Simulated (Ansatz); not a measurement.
# GeH2 (triplet): B2PLYP, RPA-PBE over a scan of the angle H2–Ge1–H3, cc-pVDZ

Aim: run GeH2 (triplet) with these functionals over a scan of the angle H2–Ge1–H3, and hold them against the top wave-function level at the same points.

Program: Ansatz 0.2.0, Gaussian basis. Level of theory: cc-pVDZ, all electrons in the functionals, frozen cores in the correlation of double hybrids and RPA. These are calculated values, not measurements.

Plan: B2PLYP, RPA-PBE, at 71.7°; 89.9°; 108.7°; 120.0°; 125.2°; 140.9°; 159.6°; 180.0°.

15 further runs of the same task are left out: 2 for a mislabelled method, 9 that didn't finish, 4 set aside as unsound or not needed.

**1. The system**

The geometry derives from a PBE0/def2-TZVP stationary point (not a proven minimum). One angle is set to the value named; bond lengths are kept. No spin-orbit coupling is included. The filled d shell of Ge may be among the frozen orbitals whatever the setting's name suggests; the logs give the count.

3 atoms, charge 0, spin multiplicity 3.

Atoms are counted from 1 here; the program's logs count them from 0.

Bond lengths: Ge1–H2 1.541 Å, Ge1–H3 1.541 Å. Angles: H2–Ge1–H3 120.0°.

As a file:

```xyz
3
charge 0, multiplicity 3
Ge    0.0000   -0.0208    0.0000
H     0.0000    0.7490   -1.3344
H     0.0000    0.7490    1.3344
```

No dispersion term is added.

The geometry shown and the zero of energy belong to the point 120.0°. The yardstick, FCI, and other wave-function levels (R restricted, U unrestricted, valence and pair active spaces) come from earlier runs.

**2. B2PLYP, 71.7°**

Contents of in.yaml:

```yaml
crystal:
  periodic: [false, false, false]
  atoms:
    - {symbol: Ge, position_ang: [0.000000, -0.033717, 0.000000]}
    - {symbol: H, position_ang: [0.000000, 1.214968, -0.902238]}
    - {symbol: H, position_ang: [0.000000, 1.214968, 0.902238]}
basis:
  gaussian: {orbitals: cc-pVDZ}
magnetization: {spin_polarized: true, initial_magnetization: 2}
hamiltonian: {xc: {name: B2PLYP}}
correlation: {electrons: outside_noble_gas}
```

Launch:

```sh
$ ansatz run in.yaml --threads 1 --pin off --events-out ev --progress --plain --max-ram 2393MiB
```

Further steps of the session: B2PLYP, 89.9°; B2PLYP, 108.7°; B2PLYP, 120.0°; B2PLYP, 125.2°; B2PLYP, 140.9°; B2PLYP, 159.6°; B2PLYP, 180.0°; RPA-PBE, 71.7°; RPA-PBE, 89.9°; RPA-PBE, 108.7°; RPA-PBE, 120.0°; RPA-PBE, 125.2°; RPA-PBE, 140.9°; RPA-PBE, 159.6°; RPA-PBE, 180.0°.

**Question.** What will the summary of the whole plan be? Wanted: span of the FCI curve; largest miss, B2PLYP; largest miss, RPA-PBE.

The runs gave:

```
             quantity                  value
span of the FCI curve          28.7 kcal/mol
 largest miss, B2PLYP  +0.9 kcal/mol (71.7°)
largest miss, RPA-PBE  -1.7 kcal/mol (71.7°)
```

**Reading.** Of the functionals, B2PLYP keep the smallest largest miss at the points compared (at most 0.9 kcal/mol) and RPA-PBE strays most (1.7 kcal/mol, at 71.7°). Functionals and the yardstick converge differently with the basis, so part of each miss in cc-pVDZ is the basis.
